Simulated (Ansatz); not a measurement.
Here is an Ansatz input file for H₂CI₂, space group Fmm2. Write the same calculation for the Python package.

```yaml
crystal:
  lattice:
    - [0.0, 6.456, 2.3465]
    - [3.59095, 0.0, 2.3465]
    - [3.59095, 6.456, 0.0]
  atoms:
    - { symbol: H, position: [0.75379, 0.97861, 0.24621] }
    - { symbol: H, position: [0.97861, 0.75379, 0.02139] }
    - { symbol: C, position: [0.99552, 0.99552, 0.00448] }
    - { symbol: I, position: [0.38086, 0.10724, 0.89276] }
    - { symbol: I, position: [0.10724, 0.38086, 0.61914] }
kpoints:
  mp_grid: { grid: [5, 5, 5] }
hamiltonian:
  xc: pbesol
scf:
  occupations: { method: fixed }
output:
  forces: true
```

On the command line:
```console
$ ansatz run input.yaml --threads 1 --pin off --max-ram 3072MiB --backend cpu --events-out ev --progress --plain --runs-dir out
Engine: ansatz 0.2.0, aarch64-unknown-linux-gnu
Pseudopotentials: kind: paw
Pseudopotential: H, paw, valence charge 1, recommended cutoff 420 eV (normal), H.paw.azcp
Pseudopotential: C, paw, valence charge 4, recommended cutoff 420 eV (normal), C.paw.azcp
Pseudopotential: I, paw, valence charge 17, recommended cutoff 420 eV (normal), I.paw.azcp
Functional definition: PBEsol
  exchange = pbesol_x
  correlation = pbesol_c
Crystal: 5 atoms, lattice volume = 108.799 Å³
Basis set: ecut = 420 eV, 2127 PW (Γ), exchange–correlation on 96×60×100 points (8 copies of the dense FFT grid, shifted against one another)
Bands: 25, of which v1, the nominal top of the filled ones, is band 20 counted from 1 (19 counted from 0)
Symmetry: 4 space group operations
Space group: Fmm2 (ITA 42), of the structure as read, at distance tolerance 4.8e-5 Å
k-points: 27 of 125 (time reversal used)
Non-local potential: H, projectors of the file, l = 0: 2, l = 1: 1
Non-local potential: C, projectors of the file, l = 0: 2, l = 1: 2, l = 2: 1
Non-local potential: I, projectors of the file, l = 0: 2, l = 1: 2, l = 2: 2, l = 3: 2
PAW form: soft (Blöchl's): semilocal exchange-correlation on the pseudo side does not see the compensation charge
PAW frozen core: C, regenerated for the run's functional, and the local potential with it (the file was generated under x = pbe(κ = 0.804, μ = 0.2195149727645171), c = pbe(β = 0.06672455060314922))
PAW frozen core: I, regenerated for the run's functional, and the local potential with it (the file was generated under x = pbe(κ = 0.804, μ = 0.2195149727645171), c = pbe(β = 0.06672455060314922))
PAW one-centre angular grid: H, 110 points (default); XC on 64 Gauss nodes
PAW one-centre angular grid: C, 110 points (default); XC on 64 Gauss nodes
PAW one-centre angular grid: I, 590 points (default); XC on 64 Gauss nodes
Initial density: superposition of atomic densities (neutral atoms: chi_scale 0, normalization atom), corrected by the library's trained network
Initial wavefunctions: pseudopotential atomic-orbital guess
Functional: x = pbesol(κ = 0.804, μ = 0.12345679012345678), c = pbesol(β = 0.046)
SCF iter   1: F=—  HF=-15141.746463 eV  |F-HF|=—  |Δ(HF+E_count)|=         —  Δρ=3.58e-3  dr2=1.38e-2  ethr=1.77e-3  ⟨swp⟩=5.0  Hψ=2774  notcnv=0  defer=81
preconditioner: auto → Resta (q_TF=auto, 2.309 Å⁻¹)  ε∞=3.0  [insulator: Δε(μ)=2.908 eV  Ē_g=11.131 eV  n_scr=26 (ndim 8)  ℏωp=15.9 eV  f_vac=0.067  ε∞_Penn≈3.0]
SCF iter   2: F=—  HF=-15141.744059 eV  |F-HF|=—  |Δ(HF+E_count)|=   2.40e-3  Δρ=1.74e-3  dr2=2.32e-3  ethr=3.46e-5  ⟨swp⟩=3.2  Hψ=1214  notcnv=0  defer=81
SCF iter   3: F=—  HF=-15141.743951 eV  |F-HF|=—  |Δ(HF+E_count)|=   1.09e-4  Δρ=7.65e-4  dr2=4.41e-4  ethr=5.81e-6  ⟨swp⟩=3.5  Hψ=1259  notcnv=0  defer=54
automatic band count: iteration 3 solves 24 bands in place of 25: the levels show a gap, and the empty bands left out lie too high to hold charge; the band table lists the bands solved (type scf.n_extra_bands for more)
SCF iter   4: F=—  HF=-15141.744106 eV  |F-HF|=—  |Δ(HF+E_count)|=   1.56e-4  Δρ=1.26e-4  dr2=2.02e-5  ethr=1.10e-6  ⟨swp⟩=2.0  Hψ=958  notcnv=0  defer=54
SCF iter   5: F=—  HF=-15141.744160 eV  |F-HF|=—  |Δ(HF+E_count)|=   5.38e-5  Δρ=3.22e-5  dr2=1.47e-6  ethr=5.05e-8  ⟨swp⟩=2.5  Hψ=1025  notcnv=0  defer=53
SCF iter   6: F=—  HF=-15141.744162 eV  |F-HF|=—  |Δ(HF+E_count)|=   1.63e-6  Δρ=1.08e-5  dr2=1.73e-7  ethr=3.68e-9  ⟨swp⟩=3.0  Hψ=1200  notcnv=0  defer=54
SCF iter   7: F=-15141.744162 eV  HF=-15141.744162 eV  |F-HF|=9.94e-9  |Δ(HF+E_count)|=   5.07e-8  Δρ=2.70e-6  dr2=7.19e-9  ethr=2.72e-10  ⟨swp⟩=5.0  Hψ=2219  notcnv=0
SCF 1 converged in 7 iterations: F = -15141.744162 eV  dr2 = 7.19e-9
  greatest PAW one-centre occupation: 0.999 electrons in one spin orbital (limit 2), on the I atom at site 3 (counted from 0), in its partial waves of l = 2
SCF converged after 7 iterations
Free energy (F): -15141.744162 eV
Harris-Foulkes:  -15141.744162 eV  (|F-HF|=9.94e-9)
Internal energy: -15141.744162 eV  (E = F + TS)
E sigma→0 (E₀):  -15141.744162 eV
Fermi energy:    3.619241 eV
--- Per-component energies (eV) ---
  E_band       = -844.992388
  E_kinetic    = 498.384438
  E_local      = -4478.415845  (includes V_loc(G=0)·N_el)
  E_nonlocal   = -146.473539
  E_hartree    = 2230.525100
  E_xc         = -319.133496
  E_vxc        = -338.277254  (∫ρ·V_xc dr)
  E_paw        = -9569.179731  (= ΣΔE_a)
  E_vpaw       = -841.260476  (= ΣTr[D̂ρ^β])
  E_aug_tail   = -0.002824  (compensation charges beyond the density's cutoff)
  E_ewald      = -3358.293650
  E_core_change = 0.845385  (= ΣΔE_core)
  E_smearing   = -0.000000  (= −TS)
  E_closure    = 0.000000  (closes the sum)
  Σ components = -15141.744162   (vs F -15141.744162, Δ=0.00e0)
--- Forces (eV/Å), atoms counted from 1 ---
  atom   1  H      3.25472440     0.00000000    -1.83033429
  atom   2  H     -3.25472440     0.00000000    -1.83033429
  atom   3  C      0.00000000     0.00000000     3.48691048
  atom   4  I      0.00000000     0.27520594     0.08689417
  atom   5  I      0.00000000    -0.27520594     0.08689417
  max |Σ_I F_I| component: 3.03e-5 eV/Å
```

The script, `deck_h2ci2.py`:
```python
# -*- coding: utf-8 -*-
"""H2CI2 from an input typed as a mapping."""

import ansatz as az

settings = {
    "crystal": {
        "lattice": [[0.0, 6.456, 2.3465], [3.59095, 0.0, 2.3465], [3.59095, 6.456, 0.0]],
        "atoms": [
            {"symbol": "H", "position": [0.75379, 0.97861, 0.24621]},
            {"symbol": "H", "position": [0.97861, 0.75379, 0.02139]},
            {"symbol": "C", "position": [0.99552, 0.99552, 0.00448]},
            {"symbol": "I", "position": [0.38086, 0.10724, 0.89276]},
            {"symbol": "I", "position": [0.10724, 0.38086, 0.61914]},
        ],
    },
    "kpoints": {"mp_grid": {"grid": [5, 5, 5]}},
    "hamiltonian": {"xc": "pbesol"},
    "scf": {"occupations": {"method": "fixed"}},
    "output": {"forces": True},
}

result = az.Session.from_dict(settings).plan(threads=1).execute()
r = result.report

n_atoms = len(r["lattice"]["sites"])
print("F =", round(r["free_energy_ev"], 4), "eV for", n_atoms, "atoms")
print("E(sigma -> 0) =", round(r["energy_sigma0_ev"], 4), "eV, TS =", round(r["entropy_ts_ev"], 5), "eV")
print("closed by", r["closed_by"], "after", r["n_iterations"], "iterations")

# forces, one row an atom
print("forces (eV/A)")
for site, force in zip(result.lattice.sites, r["forces_ev_ang"]):
    print(f"  {site.symbol:2s} {force[0]:9.4f} {force[1]:9.4f} {force[2]:9.4f}")
```

```console
$ python deck_h2ci2.py
DeckWarning: basis.ecutwfc = 420 eV, auto-derived from the records' recommended cutoffs: set by H (normal level)
F = -15141.7442 eV for 5 atoms
E(sigma -> 0) = -15141.7442 eV, TS = 0.0 eV
closed by deck_thresholds after 7 iterations
forces (eV/A)
  H     3.2547    0.0000   -1.8303
  H    -3.2547    0.0000   -1.8303
  C     0.0000    0.0000    3.4869
  I     0.0000    0.2752    0.0869
  I     0.0000   -0.2752    0.0869
```
(Warnings from the package without file and line, repeats left out.)

What to keep in mind:
- Total energies depend on the potentials; only differences at equal settings carry meaning. A total without «per atom» is that of the cell as typed.
- The starting cell is as deposited in a crystallographic database; the results hold for this polymorph, which needn't be the stable one.
- The whole script took 6.5 s on 1 thread of Arm Neoverse V1, with other jobs on the host, peak memory 0.4 GiB.

(Lines on the test bed's own set-up are left out of the output.)
